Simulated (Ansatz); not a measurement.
# CuCO+ (singlet): the correlation ladder, def2-SVP

An exercise on one series of results from a longer session: the logs are not shown, and one member is left open.

Computed with Ansatz 0.2.0, Gaussian basis. Level: def2-SVP, core rule «outside noble gas», up to 11 orbitals frozen.

To be run: UHF; CCSD(T) on RHF; CISD; CCSDT(Q) on RHF.

13 further runs of the same task are left out: 9 for a known fault of the program, 4 set aside as unsound or not needed.

### What is computed

The geometry is a PBE0/def2-TZVP stationary point (not a proven minimum) of the parent state, kept for this charge and spin.

3 atoms, charge 1, spin multiplicity 1.

Atoms are counted from 1 here; the program's logs count them from 0.

Bond lengths: Cu1–C2 1.922 Å, C2–O3 1.125 Å. Angles: Cu1–C2–O3 180.0°.

Set-up of the first run:

The input, in.yaml:

```yaml
crystal:
  periodic: [false, false, false]
  atoms:
    - {symbol: Cu, position_ang: [0.000000, 0.000000, 1.656000]}
    - {symbol: C, position_ang: [0.000000, 0.000000, -0.265600]}
    - {symbol: O, position_ang: [0.000000, 0.000000, -1.390400]}
basis:
  gaussian: {orbitals: def2-SVP}
total_charge: 1
magnetization: {spin_polarized: true, initial_magnetization: 0}
hamiltonian: {xc: hf}
output: {orbitals: {seedname: orbitals}}
```

The run is started by

```bash
ansatz run in.yaml --threads 1 --pin off --events-out ev --progress --plain --max-ram 3968MiB --backend cpu
```

Steps of the session up to this table: UHF; CCSD(T) on RHF; CISD; CCSDT(Q) on RHF.

One table of the session follows, with a row left open; its other results are not shown here.

```
   method  from RCCSDT(Q) (meV)
      RHF                     ?
     RMP2                -264.9
     CISD               +2186.8
    RCCSD                +631.4
 RCCSD(T)                 -21.6
   RCCSDT                 -13.2
RCCSDT(Q)                     0
```

Estimate the missing values for RHF.

As computed: from RCCSDT(Q) (meV): +15717.3. In the column «from RCCSDT(Q) (meV)» it is the highest.
